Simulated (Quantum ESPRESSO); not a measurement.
InP, 2 atoms in the cell. It takes space group F-43m (No. 216, cubic). The conventional cell has a = 6.079 Å, b = 6.079 Å, c = 6.079 Å, α = 90.00°, β = 90.00°, γ = 90.00°. Around In (site symmetry -43m) lie 4 P at 2.63 Å. Around P (site symmetry -43m) lie 4 In at 2.63 Å. The cell was built by a generator and isn't the measured one.

- Program: Quantum ESPRESSO 7.5
- Task: single point
- Functional: PBE
- Potentials or basis: PseudoDojo 0.4.1 SR PBE standard
- Cutoff: 952 eV
- Density cutoff: 3810 eV
- k mesh: 8 × 8 × 8
- Occupations: gaussian, width 0.01 eV
- Spin: no spin polarisation
- Mixing beta: 0.5
- Most SCF iterations: 120
- SCF threshold: 4e-10 Ry

Potentials or basis: PseudoDojo 0.4.1 SR PBE standard.

Command:

```sh
$ OMP_NUM_THREADS=1 pw.x -in pw.in > pw.out
```

Hardware: 1 thread of Intel(R) Xeon(R) Platinum 8375C CPU @ 2.90GHz (Ice Lake) (shared host).

Task: Estimate the wall time of this run.

Result: Run time: 25 s on 1 thread of Intel(R) Xeon(R) Platinum 8375C CPU @ 2.90GHz (Ice Lake), on a shared host, peak memory 0.09 GiB. Counts: scf iterations 10, k pools 1, bands 15, k points 29, g dense 30155.
